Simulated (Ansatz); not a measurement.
**C2H3Se radical: small, medium and large basis sets**

Aim: see how fast density functionals converge with the basis set for C2H3Se radical.

Method: one geometry, several basis sets; program: Ansatz 0.2.0, Gaussian basis.

The runs, in order: PBE0-D4/def2-SVP; ωB97M-V/def2-SVP; PBE0-D4/def2-QZVPP; ωB97M-V/def2-QZVPP; the functionals' def2-TZVPP values are taken from earlier runs.

### 1 The relaxed structure

All runs share one geometry, relaxed beforehand with PBE0-D4 in a triple-zeta def2 set.

SMILES `C=C[Se]`, 6 atoms, charge 0, spin multiplicity 2.

Atoms are counted from 1 here; the program's logs count them from 0.

Bond lengths: C1–C2 1.345 Å, C1–H4 1.084 Å, C1–H5 1.086 Å, C2–Se3 1.852 Å, C2–H6 1.086 Å. Angles: C2–C1–H4 121.0°, C2–C1–H5 121.0°, H4–C1–H5 117.9°, C1–C2–Se3 122.7°, C1–C2–H6 119.9°, Se3–C2–H6 117.4°.

### 2 PBE0-D4 in def2-SVP

The input, in.yaml:

```yaml
crystal:
  periodic: [false, false, false]
  atoms:
    - {symbol: C, position_ang: [-0.446937, 0.123661, -0.589250]}
    - {symbol: C, position_ang: [0.321922, 0.051789, 0.511807]}
    - {symbol: Se, position_ang: [1.338241, -1.439687, 0.925654]}
    - {symbol: H, position_ang: [-0.501222, -0.703448, -1.287803]}
    - {symbol: H, position_ang: [-1.032662, 1.012202, -0.806026]}
    - {symbol: H, position_ang: [0.362659, 0.891482, 1.199315]}
basis:
  gaussian: {orbitals: def2-SVP}
magnetization: {spin_polarized: true, initial_magnetization: 1}
hamiltonian: {xc: pbe0, dispersion: d4}
output: {orbitals: {seedname: orbitals}}
```

Further steps of the session: ωB97M-V in def2-SVP; PBE0-D4 in def2-QZVPP; ωB97M-V in def2-QZVPP.

**Question.** What will the summary of the whole plan be? Wanted: PBE0-D4: double and triple zeta above quadruple; ωB97M-V: double and triple zeta above quadruple.

The runs gave:

| quantity | value |
| --- | --- |
| PBE0-D4: double and triple zeta above quadruple | 11.84, 1.49 eV |
| ωB97M-V: double and triple zeta above quadruple | 11.90, 1.44 eV |

**Reading.** PBE0-D4 gains 10.35 eV from double to triple zeta, then 1.49 eV more. Total energies overstate the basis error of differences, where much of it tends to cancel.
